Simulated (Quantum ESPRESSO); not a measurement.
A calculation with Quantum ESPRESSO 7.5 of TiCo (ASE script, structure from a P1 CIF):

run.py

```python
import numpy as np
from ase.calculators.espresso import Espresso, EspressoProfile
from ase.io import read

atoms = read('TiCo.cif')
atoms.set_initial_magnetic_moments([2.0, 1.0])

input_data = {
    'control': {'calculation': 'scf', 'prefix': 'pwscf', 'outdir': './tmp', 'tprnfor': True, 'tstress': True, 'disk_io': 'nowf'},
    'system': {'ecutwfc': 56.0, 'ecutrho': 448.0, 'nbnd': 25, 'occupations': 'smearing', 'smearing': 'fd', 'degauss': 0.00367493, 'nspin': 2},
    'electrons': {'conv_thr': 4e-10, 'electron_maxstep': 120, 'mixing_beta': 0.3},
}
pseudopotentials = {'Ti': 'ti_pbesol_v1.4.uspp.F.UPF', 'Co': 'co_pbesol_v1.2.uspp.F.UPF'}
profile = EspressoProfile(command='mpirun -n 2 pw.x -nk 2', pseudo_dir='pseudo')
dft = Espresso(profile=profile, input_data=input_data, pseudopotentials=pseudopotentials, kpts=(9, 9, 9), koffset=(0, 0, 0))
atoms.calc = dft

print(f'energy {atoms.get_potential_energy():.8f} eV')
print('forces (eV/A)')
print(np.round(atoms.get_forces(), 6))
print('stress (eV/A^3, Voigt)')
print(np.round(atoms.get_stress(), 8))
print(f'Fermi level {dft.get_fermi_level():.4f} eV')
```

Contents of TiCo.cif:

```cif
data_TiCo
_cell_length_a 2.98611099
_cell_length_b 2.98611099
_cell_length_c 2.98611099
_cell_angle_alpha 90.00000000
_cell_angle_beta 90.00000000
_cell_angle_gamma 90.00000000
_space_group_name_H-M_alt 'P1'
_space_group_name_Hall 'P 1'
_space_group_IT_number 1
loop_
_space_group_symop_operation_xyz
'x,y,z'
loop_
_atom_site_label
_atom_site_type_symbol
_atom_site_symmetry_multiplicity
_atom_site_Wyckoff_symbol
_atom_site_fract_x
_atom_site_fract_y
_atom_site_fract_z
_atom_site_occupancy
Co1 Co 1 a 0.5000000000 0.5000000000 0.5000000000 1
Ti1 Ti 1 a 0.0000000000 0.0000000000 0.0000000000 1
```

Potentials or basis: GBRV 1.5 PBEsol.

Launch:

```console
$ OMP_NUM_THREADS=1 python run.py
```

The cell comes from a database or a generator and needn't be the stable form of this composition.

Write the same calculation in another form: native input, structure typed inline.

As run:

File pw.in:

```
&CONTROL
  calculation = 'scf'
  prefix = 'pwscf'
  outdir = './tmp'
  pseudo_dir = './pseudo'
  tprnfor = .true.
  tstress = .true.
  disk_io = 'low'
/
&SYSTEM
  ibrav = 0
  nat = 2
  ntyp = 2
  ecutwfc = 56
  ecutrho = 448
  nbnd = 25
  occupations = 'smearing'
  smearing = 'fd'
  degauss = 0.00367493
  nspin = 2
  starting_magnetization(1) = 0.1176
  starting_magnetization(2) = 0.0833
/
&ELECTRONS
  conv_thr = 4d-10
  electron_maxstep = 120
  mixing_beta = 0.3
/
ATOMIC_SPECIES
Co    58.9332 co_pbesol_v1.2.uspp.F.UPF
Ti    47.8670 ti_pbesol_v1.4.uspp.F.UPF
CELL_PARAMETERS angstrom
   2.9861109900    0.0000000000    0.0000000000
   0.0000000000    2.9861109900    0.0000000000
   0.0000000000    0.0000000000    2.9861109900
ATOMIC_POSITIONS crystal
Co     0.5000000000    0.5000000000    0.5000000000
Ti     0.0000000000    0.0000000000    0.0000000000
K_POINTS automatic
9 9 9 0 0 0
```

The input pp_density.in:

```
&INPUTPP
  prefix = 'pwscf'
  outdir = './tmp'
  filplot = 'density.dat'
  plot_num = 0
/
&PLOT
  nfile = 1
  filepp(1) = 'density.dat'
  iflag = 3
  output_format = 6
  fileout = 'density.cube'
/
```

The input pp_potential.in:

```
&INPUTPP
  prefix = 'pwscf'
  outdir = './tmp'
  filplot = 'potential.dat'
  plot_num = 11
/
&PLOT
  nfile = 1
  filepp(1) = 'potential.dat'
  iflag = 3
  output_format = 6
  fileout = 'potential.cube'
/
```

Contents of pp_spin.in:

```
&INPUTPP
  prefix = 'pwscf'
  outdir = './tmp'
  filplot = 'spin.dat'
  plot_num = 6
/
&PLOT
  nfile = 1
  filepp(1) = 'spin.dat'
  iflag = 3
  output_format = 6
  fileout = 'spin.cube'
/
```

Potentials or basis: GBRV 1.5 PBEsol.

Run with:

```console
$ OMP_NUM_THREADS=1 mpirun -n 2 pw.x -nk 2 -in pw.in > pw.out
$ OMP_NUM_THREADS=1 mpirun -n 1 pp.x -in pp_density.in > pp_density.out
$ OMP_NUM_THREADS=1 mpirun -n 1 pp.x -in pp_potential.in > pp_potential.out
$ OMP_NUM_THREADS=1 mpirun -n 1 pp.x -in pp_spin.in > pp_spin.out
```

Both were run:

|  | ASE script, structure from a P1 CIF | native input, structure typed inline |
| --- | --- | --- |
| Pressure | -8.4 GPa | -8.4 GPa |
| Band gap on the k mesh | none (metal or under the smearing width) | none (metal or under the smearing width) |
| Net moment | 0.68 μB per cell | 0.68 μB per cell |
| Absolute moment | 0.92 μB per cell | 0.92 μB per cell |
| Site moments | Co +0.80; Ti -0.06 μB | Co +0.80; Ti -0.06 μB |
| Valence electrons inside the program's atomic spheres | Co 15.86; Ti 10.00 | Co 15.86; Ti 10.00 |

Keys that steer only the numerical path or the files written may differ.
